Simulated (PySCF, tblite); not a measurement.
**C₅H₁₀SeSi₂: geometry, infrared bands and NMR shifts**

Wanted: the infrared bands and NMR shifts of C₅H₁₀SeSi₂ (`C#C[SiH2][C@H]1CC[Se][SiH2]1`), by calculation.

Programs: tblite 0.8.0 and PySCF 2.14.0, with density-fitted response routines of our own. Each step states its level of theory. These are calculated values for one molecule in the gas phase, unless marked as measured. Atoms count from 0, in the outputs and in this text.

## 1. The molecule as given

18 atoms, charge 0, multiplicity 1; geometry from: force field or distance geometry start.

Bonds of the start (Å): C0–C1 1.22, C1–Si2 1.80, Si2–C3 1.88, C3–C4 1.54, C4–C5 1.53, C5–Se6 1.95, Se6–Si7 2.26, Si7–C3 1.84, C0–H8 1.06, Si2–H9 1.47, Si2–H10 1.47, C3–H11 1.12, C4–H12 1.11, C4–H13 1.12, C5–H14 1.10, C5–H15 1.12, Si7–H16 1.47, Si7–H17 1.48.

## 2. Geometry optimisation with GFN2-xTB

What the job is given:

```
{"job": {"kind": "relax", "xc": "GFN2-xTB", "basis": "xTB"}, "charge": 0, "multiplicity": 1}
C      3.674300    -0.293200     0.982800
C      2.779900    -0.140600     0.164800
Si     1.463600     0.069900    -1.038200
C     -0.174000    -0.480200    -0.308900
C     -0.564600     0.347500     0.927200
C     -2.015500     0.050700     1.323100
Se    -3.229300     0.338400    -0.181000
Si    -1.538100    -0.305900    -1.534300
H      4.444200    -0.421200     1.695700
H      1.746600    -0.732300    -2.231500
H      1.359200     1.490400    -1.418800
H     -0.094600    -1.559900    -0.008400
H      0.108900     0.115400     1.779100
H     -0.467600     1.434200     0.690000
H     -2.099700    -0.994900     1.666000
H     -2.311300     0.716000     2.176800
H     -1.257400     0.760600    -2.505600
H     -1.833400    -1.602000    -2.190300
```

On the command line:

```console
> OMP_NUM_THREADS=1 python probes_run.py task.json out
```

The driver reads the jobs from task.json and runs them one after another.

**Question.** This job is followed by: GFN2-xTB harmonic vibrations, gas phase; GIAO PBE0/pcSseg-1 NMR shielding, non-relativistic, gas phase. What will the session give for the following? strongest single infrared mode (GFN2-xTB); zero-point energy (GFN2-xTB); 13C shifts against TMS (PBE0/pcSseg-1); 1H shifts against TMS (PBE0/pcSseg-1); 29Si shifts against TMS (PBE0/pcSseg-1); 77Se shifts against Me2Se (PBE0/pcSseg-1).

**Answer**, as computed:

| quantity | value |
| --- | --- |
| strongest single infrared mode (GFN2-xTB) | 2263 cm⁻¹, 468 km/mol |
| zero-point energy (GFN2-xTB) | 78.0 kcal/mol |
| 13C shifts against TMS (PBE0/pcSseg-1) | 104.7, 87.2, 41.7, 38.2, 16.0 ppm |
| 1H shifts against TMS (PBE0/pcSseg-1) | 5.01, 4.79, 4.65, 4.37, 3.10, 2.88, 2.82, 1.99, 1.36, 0.63 ppm |
| 29Si shifts against TMS (PBE0/pcSseg-1) | -12.8, -64.1 ppm |
| 77Se shifts against Me2Se (PBE0/pcSseg-1) | -236 ppm |

In words: Relaxing lowered the energy by 0.210 eV in 73 steps; the close pair that moved most is C3–Si7, from 1.842 to 1.908 Å. No mode is imaginary among the 48: a minimum at this level. The strongest single mode, at 2263 cm⁻¹, moves mainly H16. Unscaled tight-binding wavenumbers are off by several per cent, some by more. Its intensities can rank the bands wrongly. At PBE0/pcSseg-1: The widest tensor belongs to Se6: span 1045 ppm, with a paramagnetic part of -1007 ppm. Spin-orbit coupling is left out, which matters for shieldings and couplings at and beside the heavy atoms.
